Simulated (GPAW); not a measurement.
# Ta3N: band structure with PBE

Crystal: Ta3N.

```
CELL_PARAMETERS angstrom
3.03222 0.00000 0.00000
-1.51611 2.62598 0.00000
0.00000 0.00000 7.52414
ATOMIC_POSITIONS crystal
Ta 0.66667 0.33333 0.82607
Ta 0.33333 0.66667 0.17393
Ta 0.00000 0.00000 0.50000
N 0.00000 0.00000 0.00000
```

The cell comes from a database or a generator and needn't be the stable form of this composition.

* Program: GPAW 26.7.0
* Task: band structure
* Functional: PBE
* Potentials or basis: GPAW PAW data sets (gpaw-data 1.2.1)
* Cutoff: 800 eV
* Basis: pw
* k mesh: 7 × 7 × 3
* Occupations: fermi-dirac, width 0.05 eV
* Spin: no spin polarisation
* Maxiter: 150
* Band path: GMKGALHA,LM,KH
* Band points: 80

```yaml
Pressure: -0.6 GPa
Largest_force: 0.242 eV/Å
Band_gap_along_the_path: none (metal or under the smearing width)
```

Forces on the atoms (eV/Å):
```
Ta   0.000  0.000  0.242
Ta   0.000  0.000 -0.242
Ta   0.000  0.000  0.000
N    0.000  0.000  0.000
```

Stress tensor (GPa, compression positive):
```
-1.09  0.00  0.00
 0.00 -1.09  0.00
 0.00  0.00  0.40
```

Levels at the corners of the path, in eV from the Fermi level:
| point | band 18 | band 19 | band 20 | band 21 | band 22 | band 23 | band 24 | band 25 | band 26 | band 27 |
| --- | --- | --- | --- | --- | --- | --- | --- | --- | --- | --- |
| Γ | -3.55 | -1.42 | -0.49 | -0.49 | -0.32 | 0.27 | 0.27 | 0.90 | 1.81 | 1.81 |
| M | -3.76 | -3.12 | -1.21 | -0.52 | 0.14 | 0.67 | 0.84 | 3.44 | 3.97 | 4.32 |
| K | -2.41 | -2.41 | -1.42 | -1.42 | -0.55 | 0.48 | 0.48 | 3.19 | 3.19 | 3.54 |
| Γ | -3.55 | -1.42 | -0.49 | -0.49 | -0.32 | 0.27 | 0.27 | 0.90 | 1.81 | 1.81 |
| A | -3.75 | -1.26 | -1.15 | -0.28 | -0.28 | 0.53 | 0.53 | 1.18 | 1.25 | 1.25 |
| L | -3.68 | -2.91 | -1.36 | -1.26 | 0.13 | 0.91 | 1.22 | 2.37 | 4.34 | 4.41 |
| H | -2.52 | -2.42 | -1.45 | -1.45 | -1.43 | 0.40 | 0.40 | 2.99 | 2.99 | 4.56 |
| A | -3.75 | -1.26 | -1.15 | -0.28 | -0.28 | 0.53 | 0.53 | 1.18 | 1.25 | 1.25 |
| L | -3.68 | -2.91 | -1.36 | -1.26 | 0.13 | 0.91 | 1.22 | 2.37 | 4.34 | 4.41 |
| M | -3.76 | -3.12 | -1.21 | -0.52 | 0.14 | 0.67 | 0.84 | 3.44 | 3.97 | 4.32 |
| K | -2.41 | -2.41 | -1.42 | -1.42 | -0.55 | 0.48 | 0.48 | 3.19 | 3.19 | 3.54 |
| H | -2.52 | -2.42 | -1.45 | -1.45 | -1.43 | 0.40 | 0.40 | 2.99 | 2.99 | 4.56 |

It took 2.8 min on 1 thread of Arm Neoverse V1 (shared host), peak memory 0.54 GiB.

Caveat: spin-orbit coupling is left out, which moves the levels of the heavy elements.
